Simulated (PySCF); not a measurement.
**CSe at other levels of theory**

Aim: see what other levels and later steps give for CSe.

Method: each script names its method and basis; program: PySCF 2.14.0.

4 further runs of the same task are left out: 4 that didn't finish.

### Step 1. Starting geometry

CSe: 2 atoms, charge 0, spin multiplicity 1.

Bond lengths: C1–Se2 1.825 Å.

### Step 2. The base run

input.py reads:

```python
from pyscf import gto, scf

mol = gto.M(
    atom='C 0 0 0; Se 0 0 1.825',
    basis='sbkjc',
    ecp={'C': 'sbkjc', 'Se': 'sbkjc'},
    charge=0,
    spin=0,
    verbose=4,
)
mf = scf.RHF(mol)
mf.kernel()
mf.mulliken_pop()
mf.dip_moment()
print('orbital energies (hartree):', mf.mo_energy[..., max(0, mol.nelec[1]-3):mol.nelec[0]+3].round(4))
```

The run is started by

```
$ OMP_NUM_THREADS=1 python input.py
```

### Step 3. Pbesol (RKS)

Edit 1 changes functional: none (Hartree–Fock) → pbesol; SCF type: RHF → RKS.

Changes to input.py since step 2:

```diff
@@ -1,2 +1,2 @@
-from pyscf import gto, scf
+from pyscf import gto, dft
 
@@ -10,3 +10,3 @@
 )
-mf = scf.RHF(mol)
+mf = dft.RKS(mol, xc='pbesol')
 mf.kernel()
```

### Step 4. Olyp (RKS)

Edit 2 changes functional: none (Hartree–Fock) → olyp; SCF type: RHF → RKS.

Changes to input.py since step 2:

```diff
@@ -1,2 +1,2 @@
-from pyscf import gto, scf
+from pyscf import gto, dft
 
@@ -10,3 +10,3 @@
 )
-mf = scf.RHF(mol)
+mf = dft.RKS(mol, xc='olyp')
 mf.kernel()
```

### Step 5. EOM-EE

Edit 3 changes step after the SCF: analyze → eomee; number of roots: none → 8.

Changes to input.py since step 2:

```diff
@@ -1,2 +1,2 @@
-from pyscf import gto, scf
+from pyscf import gto, scf, cc
 
@@ -12,3 +12,6 @@
 mf.kernel()
-mf.mulliken_pop()
+mycc = cc.CCSD(mf)
+mycc.kernel()
+e = mycc.eeccsd(nroots=8)[0]
+print('roots (eV) =', (e*27.211386).round(3))
 mf.dip_moment()
```

### Step 6. M062x (RKS)

Edit 4 changes functional: none (Hartree–Fock) → m062x; SCF type: RHF → RKS.

Changes to input.py since step 2:

```diff
@@ -1,2 +1,2 @@
-from pyscf import gto, scf
+from pyscf import gto, dft
 
@@ -10,3 +10,3 @@
 )
-mf = scf.RHF(mol)
+mf = dft.RKS(mol, xc='m062x')
 mf.kernel()
```

Q: Predict the outcome of this session. Wanted: for each run, E(SCF); from base; gap; SCF dipole; after the SCF.

The runs gave:

```
         run  E(SCF) (hartree)  from base (eV)  cycles  gap (eV)  SCF dipole (D)                                   after the SCF
        base        -14.487431               0       9     11.45            0.78                                             n/a
pbesol (RKS)        -14.838182  not comparable      10      3.41            1.57                                             n/a
  olyp (RKS)        -14.894539  not comparable      10      3.47            1.51                                             n/a
      EOM-EE        -14.487431          0.0000       9     11.45            0.78  CCSD correlation -3.978 eV, first root 2.64 eV
 m062x (RKS)        -14.811369  not comparable       9      7.61            1.50                                             n/a
```

The gap between the frontier levels is 3.4 eV with pbesol (0 % exact exchange) and 7.6 eV with m062x (54 %): exact exchange opens it. A lower total energy from another functional means nothing by itself.
